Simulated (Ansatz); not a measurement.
The same calculation of C₄H₁₀BN, SMILES BNCCC=C as a Python script and as an input file (Ansatz 0.2.0, Python API).

The script, `energy_c4h10bn.py`:
```python
"""Single point of C4H10BN in a Gaussian basis."""

import sys

import ansatz as az
from ase import Atoms

atoms = Atoms(["B", "N", "C", "C", "C", "C", "H", "H", "H", "H", "H", "H", "H", "H", "H", "H"], positions=[
    [2.6394, 0.5661, 0.6062],
    [1.2326, 0.0127, 0.8372],
    [0.6506, -0.4203, -0.4387],
    [-0.7024, -1.1064, -0.2096],
    [-1.7461, -0.1537, 0.3095],
    [-2.2638, 0.8098, -0.458],
    [3.4954, -0.14, 0.1995],
    [2.8881, 1.6922, 0.8661],
    [0.6593, 0.805, 1.2082],
    [1.3197, -1.1638, -0.9301],
    [0.5255, 0.4443, -1.131],
    [-1.0571, -1.5546, -1.1633],
    [-0.5705, -1.9337, 0.5209],
    [-2.108, -0.2721, 1.3265],
    [-3.0242, 1.4726, -0.058],
    [-1.9384, 0.9419, -1.4854],
])
mol = az.Crystal.molecule_from_ase(atoms)

calculation = (
    mol.calculation()
    .basis(gaussian="cc-pVDZ")
    .functional("hf")
)
try:
    data = calculation.run().report
except az.AnsatzError as error:
    sys.exit(f"{type(error).__name__}: {error}")

for key in ("converged", "free_energy_ev", "reference_energy_ev", "n_frozen", "n_occupied", "n_virtual"):
    print(f"{key:22s} {data[key]}")

field = data["mean_field"]
print("<S^2> =", round(abs(field["state"]["spin_squared"]), 4), " all-electron relativity setting:", field["relativity"])
print("passes:", field["passes"])
if "symmetry" in field:
    print("occupied orbitals by irrep:", field["symmetry"]["occupied"])
```

```console
$ python energy_c4h10bn.py
converged              True
free_energy_ev         -6433.072957303847
reference_energy_ev    -6433.072957303847
n_frozen               0
n_occupied             [23, 23]
n_virtual              [111, 111]
<S^2> = 0.0  all-electron relativity setting: none
passes: {'evaluations': 12, 'products': 18}
occupied orbitals by irrep: [{'A': 23}, {'A': 23}]
```

`input.yaml`:
```yaml
crystal:
  periodic: [false, false, false]
  atoms:
    - { symbol: B, position_ang: [2.6394, 0.5661, 0.6062] }
    - { symbol: "N", position_ang: [1.2326, 0.0127, 0.8372] }
    - { symbol: C, position_ang: [0.6506, -0.4203, -0.4387] }
    - { symbol: C, position_ang: [-0.7024, -1.1064, -0.2096] }
    - { symbol: C, position_ang: [-1.7461, -0.1537, 0.3095] }
    - { symbol: C, position_ang: [-2.2638, 0.8098, -0.458] }
    - { symbol: H, position_ang: [3.4954, -0.14, 0.1995] }
    - { symbol: H, position_ang: [2.8881, 1.6922, 0.8661] }
    - { symbol: H, position_ang: [0.6593, 0.805, 1.2082] }
    - { symbol: H, position_ang: [1.3197, -1.1638, -0.9301] }
    - { symbol: H, position_ang: [0.5255, 0.4443, -1.131] }
    - { symbol: H, position_ang: [-1.0571, -1.5546, -1.1633] }
    - { symbol: H, position_ang: [-0.5705, -1.9337, 0.5209] }
    - { symbol: H, position_ang: [-2.108, -0.2721, 1.3265] }
    - { symbol: H, position_ang: [-3.0242, 1.4726, -0.058] }
    - { symbol: H, position_ang: [-1.9384, 0.9419, -1.4854] }
basis:
  gaussian:
    orbitals: cc-pVDZ
hamiltonian:
  xc: hf
```

What to keep in mind:
- The settings weren't tested for convergence.
- The geometry is a force-field or estimated start, not a minimum of this method, and the basis set is short of its limit.
- Hardware and time: 0.9 s on 1 thread of AMD EPYC 9R45 96-Core Processor (Zen 5), on a shared host, peak memory 0.35 GiB.

(Lines on the test bed's own set-up are left out of the output.)
